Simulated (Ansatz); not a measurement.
# H₄NO₂Si radical: one species, many methods

The task here is to estimate one member of a computed series from the others.

Method: functionals in def2-TZVPP, the program's frozen cores in correlated methods; program: Ansatz 0.2.0, Gaussian basis.

The runs, in order: PBE-D4, r2SCAN-D4, PBE0-D4, B3LYP-D4, ωB97X-V, ωB97M-V, B2PLYP; CCSD(T)/def2-TZVPP; CCSD(T)/def2-QZVPP; extrapolation to the limit.

**The relaxed structure**

All runs share one geometry, relaxed beforehand with PBE0-D4 in a triple-zeta def2 set.

SMILES `N[SiH]([O])O`, 8 atoms, charge 0, spin multiplicity 2.

Atoms are counted from 1 here; the program's logs count them from 0.

Bond lengths: N1–Si2 1.687 Å, N1–H5 1.005 Å, N1–H6 1.004 Å, Si2–O3 1.654 Å, Si2–O4 1.635 Å, Si2–H7 1.495 Å, O4–H8 0.958 Å. Angles: Si2–N1–H5 122.0°, Si2–N1–H6 123.0°, H5–N1–H6 114.0°, N1–Si2–O3 110.3°, N1–Si2–O4 104.2°, N1–Si2–H7 119.2°, O3–Si2–O4 118.5°, O3–Si2–H7 95.5°, O4–Si2–H7 109.8°, Si2–O4–H8 117.4°.

The first run:

Input file in.yaml:

```yaml
crystal:
  periodic: [false, false, false]
  atoms:
    - {symbol: N, position_ang: [-0.902539, -0.010074, 0.956801]}
    - {symbol: Si, position_ang: [0.279010, 0.283573, -0.211373]}
    - {symbol: O, position_ang: [-0.196667, 1.511555, -1.212185]}
    - {symbol: O, position_ang: [0.572831, -1.186562, -0.864721]}
    - {symbol: H, position_ang: [-1.157369, -0.941395, 1.234294]}
    - {symbol: H, position_ang: [-1.524082, 0.701299, 1.296874]}
    - {symbol: H, position_ang: [1.566627, 0.922689, 0.199578]}
    - {symbol: H, position_ang: [1.362189, -1.281074, -1.399278]}
basis:
  gaussian: {orbitals: def2-TZVPP}
magnetization: {spin_polarized: true, initial_magnetization: 1}
hamiltonian: {xc: pbe, dispersion: d4}
output: {forces: true, orbitals: {seedname: orbitals}}
```

Launch:

```bash
$ ansatz run in.yaml --threads 2 --pin off --events-out ev --progress --plain --max-ram 32768MiB --backend cpu
```

Among the steps run: PBE-D4 (GGA); r2SCAN-D4 (meta-GGA); PBE0-D4 (hybrid); B3LYP-D4 (hybrid); ωB97X-V (range-separated); ωB97M-V (range-separated); B2PLYP (double hybrid); CCSD(T) in def2-TZVPP; CCSD(T) in def2-QZVPP.

One of the session's tables, all rows but one given; the rest of the session is left out.

| method | atomisation energy (kJ/mol) |
| --- | --- |
| PBE-D4 | 2902.8 |
| r2SCAN-D4 | 2859.7 |
| PBE0-D4 | 2822.2 |
| B3LYP-D4 | 2857.3 |
| ωB97X-V | 2868.2 |
| ωB97M-V | ? |
| B2PLYP | 2821.7 |
| HF/def2-TZVPP | 1963.1 |
| MP2/def2-TZVPP | 2810.2 |
| CCSD/def2-TZVPP | 2715.2 |
| CCSD(T)/def2-TZVPP | 2758.3 |
| MP2/CBS | 2912.6 |
| CCSD(T)/CBS | 2861.7 |

Estimate the missing values for ωB97M-V.

**Answer.** atomisation energy (kJ/mol): 2868.7. In the column «atomisation energy (kJ/mol)» it lies between ωB97X-V (2868.2) and PBE-D4 (2902.8).
